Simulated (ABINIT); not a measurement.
A run of ABINIT 10.8.3 (patched build):

run.abi

```
# Pseudopotentials
pp_dirpath "./"
pseudos "Si.GGA_PBE-JTH.xml, C.GGA_PBE-JTH.xml"

# Structure
acell 3*1.0
rprim
     9.2876259573     0.0000000000     0.0000000000
    -4.6438129787     8.0433168933     0.0000000000
     0.0000000000     0.0000000000     4.5979115311
ntypat 2
znucl 14 6
natom 4
typat 1 1 1 2
xred
     0.5000000000     0.0000000000     0.5000000000
     0.0000000000     0.5000000000     0.5000000000
     0.5000000000     0.5000000000     0.5000000000
     0.0000000000     0.0000000000     0.5000000000

# Plane-wave basis
ecut 380.959407 eV
pawecutdg 28.0
pawxcdev 0

# k points
kptopt 1
ngkpt 4 4 8
nshiftk 1
shiftk 0.0 0.0 0.0

# Exchange and correlation
ixc 23

# Bands and occupations
nband 12
occopt 3
tsmear 0.05 eV

# SCF cycle
nstep 100
tolvrs 1.0e-9

# Output
iomode 3
prtwf 0
prtden 0
prteig 0
prtebands 0
enunit 1
```

Potentials or basis: JTH PAW PBE v2.0.

Run with:

```sh
$ abinit run.abi > log 2>&1
```

Hardware: 1 thread of Intel(R) Xeon(R) Platinum 8488C (Sapphire Rapids) (shared host).

Problem. How long does it take, and how much memory?

Solution. Wall time 19 s on 1 thread of Intel(R) Xeon(R) Platinum 8488C (Sapphire Rapids), on a shared host, peak memory 0.09 GiB. Counts: scf iterations 14, mpi ranks 1, k points 20, bands 12, plane waves 872.
